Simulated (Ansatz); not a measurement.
# SiOF3 radical: how energies converge with the basis set

The task here is to estimate one member of a computed series from the others.

Computed with Ansatz 0.2.0, Gaussian basis. Level: one geometry, several basis sets.

Plan: PBE0-D4/def2-SVP; ωB97M-V/def2-SVP; PBE0-D4/def2-QZVPP; ωB97M-V/def2-QZVPP; the functionals' def2-TZVPP values are taken from earlier runs.

## The relaxed structure

The geometry comes from an earlier relaxation with PBE0-D4 in a triple-zeta def2 set; it is a stationary point.

5 atoms, charge 0, spin multiplicity 2.

Atoms are counted from 1 here; the program's logs count them from 0.

Bond lengths: O1–Si2 1.650 Å, Si2–F3 1.565 Å, Si2–F4 1.564 Å, Si2–F5 1.565 Å. Angles: O1–Si2–F3 111.7°, O1–Si2–F4 105.6°, O1–Si2–F5 111.4°, F3–Si2–F4 110.3°, F3–Si2–F5 107.4°, F4–Si2–F5 110.5°.

Set-up of the first run:

Contents of in.yaml:

```yaml
crystal:
  periodic: [false, false, false]
  atoms:
    - {symbol: O, position_ang: [1.086960, 1.214228, -0.016213]}
    - {symbol: Si, position_ang: [-0.007537, -0.020201, -0.003186]}
    - {symbol: F, position_ang: [-1.326124, 0.366238, -0.752381]}
    - {symbol: F, position_ang: [0.697250, -1.214273, -0.727618]}
    - {symbol: F, position_ang: [-0.400548, -0.419592, 1.457998]}
basis:
  gaussian: {orbitals: def2-SVP}
magnetization: {spin_polarized: true, initial_magnetization: 1}
hamiltonian: {xc: pbe0, dispersion: d4}
output: {orbitals: {seedname: orbitals}}
```

Run with:

```
$ ansatz run in.yaml --threads 4 --pin off --events-out ev --progress --plain --max-ram 10444MiB
```

Among the steps run: PBE0-D4 in def2-SVP; ωB97M-V in def2-SVP; PBE0-D4 in def2-QZVPP; ωB97M-V in def2-QZVPP.

One table of the session follows, with a row left open; its other results are not shown here.

It belongs to the step «Density functionals: the series». 

| functional | basis | HOMO (eV) | LUMO (eV) |
| --- | --- | --- | --- |
| PBE0-D4 | def2-SVP | -10.36 | -5.78 |
| PBE0-D4 | def2-TZVPP | -10.56 | -5.93 |
| PBE0-D4 | def2-QZVPP | -10.61 | -5.97 |
| ωB97M-V | def2-SVP | ? | ? |
| ωB97M-V | def2-TZVPP | -13.05 | -3.65 |
| ωB97M-V | def2-QZVPP | -13.11 | -3.70 |

Q: Estimate the row for ωB97M-V, def2-SVP from the others.

As computed: HOMO (eV): -12.82; LUMO (eV): -3.40. In the column «HOMO (eV)» it lies between ωB97M-V, def2-TZVPP (-13.05) and PBE0-D4, def2-QZVPP (-10.61).
